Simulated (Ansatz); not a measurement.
## Cu3O2 in Ansatz: the effect of strain

Cu3O2:

```
Cu O
1.0
    -2.02298    2.02298    3.52667
     2.02298   -2.02298    3.52667
     2.02298    2.02298   -3.52667
Cu O
3 2
Direct
  0.00000 0.00000 0.00000
  0.75000 0.25000 0.50000
  0.25000 0.75000 0.50000
  0.50000 0.00000 0.50000
  0.00000 0.50000 0.50000
```

The cell comes from a database or a generator and needn't be the stable form of this composition.

Alike in all runs:

| Quantity | Value |
| --- | --- |
| Program | Ansatz 0.2.0 |
| Task | band structure |
| Functional | PBEsol |
| Potentials or basis | Ansatz PAW |
| Cutoff | 420 eV (not typed: the program's choice for these potentials) |
| k mesh | 8 × 8 × 8 |
| Occupations | fermi-dirac, width 0.05 eV |
| Spin | no spin polarisation |
| Kind of strain | uniaxial |
| Path | [["G", "X", "Y", "S", "G", "Z", "S1", "N", "P", "Y1", "Z"], ["X", "P"]] |
| Points for each segment of the path | 14 |

```csv
strain,pressure (GPa)
-0.04,3.9
-0.02,-1.7
-0.01,-4.0
0,?
0.01,-8.1
0.02,-9.9
0.04,-12.8
```

Question: What does the run with strain 0 give?

Answer: Pressure -6.2 GPa.

Worked out: A parabola through the other rows of the pressure, of slope -208 GPa per unit of strain there, gives -6.2 GPa, against the run's -6.2.

Caveats: an odd number of electrons without spin polarisation forces a metal; a magnetic or distorted state may lie lower; the run has no spin polarisation, though such a crystal can be magnetic; the PAW data sets come from PBE, with cores solved anew for the run's functional, which leaves a small shift of forces and pressure.
